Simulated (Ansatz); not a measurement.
# CHGeN: the cost of one run

Method: cc-pVDZ, all electrons in the functionals, frozen cores in the correlation of double hybrids and RPA; program: Ansatz 0.2.0, Gaussian basis.

To be run: wB97M-V, B2PLYP, RPA-PBE, at charge 0, triplet; charge 0, singlet; charge 0, quintet; charge 1, doublet; charge 1, quartet; displaced geometry v1; displaced geometry v2.

32 further runs of the same task are left out: 2 for a mislabelled method, 16 that didn't finish, 14 set aside as unsound or not needed.

### Step 1. The system

The geometry is a PBE0/def2-TZVP stationary point (not a proven minimum). No spin-orbit coupling is included. The filled d shell of Ge may be among the frozen orbitals whatever the setting's name suggests; the logs give the count.

4 atoms, charge 0, spin multiplicity 3.

Atoms are counted from 1 here; the program's logs count them from 0.

Bond lengths: Ge1–C2 1.884 Å, Ge1–H4 1.538 Å, C2–N3 1.158 Å. Angles: C2–Ge1–H4 117.5°, Ge1–C2–N3 176.0°.

Coordinates:

```xyz
4
charge 0, multiplicity 3
Ge    0.0000   -0.0359    0.6460
C     0.0000    0.0617   -1.2353
N     0.0000    0.0403   -2.3933
H     0.0000    1.2896    1.4256
```

No dispersion term is added; wB97M-V holds VV10 nonlocal correlation.

The geometry shown and the zero of energy belong to the point charge 0, triplet. The yardstick, UCCSDT(Q), and other wave-function levels (R restricted, U unrestricted, valence and pair active spaces) come from earlier runs.

### Step 2. wB97M-V, charge 0, triplet

File in.yaml:

```yaml
crystal:
  periodic: [false, false, false]
  atoms:
    - {symbol: Ge, position_ang: [0.000000, -0.035871, 0.645964]}
    - {symbol: C, position_ang: [0.000000, 0.061740, -1.235333]}
    - {symbol: N, position_ang: [0.000000, 0.040290, -2.393320]}
    - {symbol: H, position_ang: [0.000000, 1.289585, 1.425554]}
basis:
  gaussian: {orbitals: cc-pVDZ}
magnetization: {spin_polarized: true, initial_magnetization: 2}
hamiltonian: {xc: {name: wB97M-V}}
output: {orbitals: {seedname: orbitals}}
```

On the command line:

```bash
> ansatz run in.yaml --threads 1 --pin off --events-out ev --progress --plain --max-ram 2393MiB
```

What time and memory should one allow on 1 thread of Intel Xeon at 2.50GHz, shared host?

About 20 s, with a peak of 0.25 GiB.
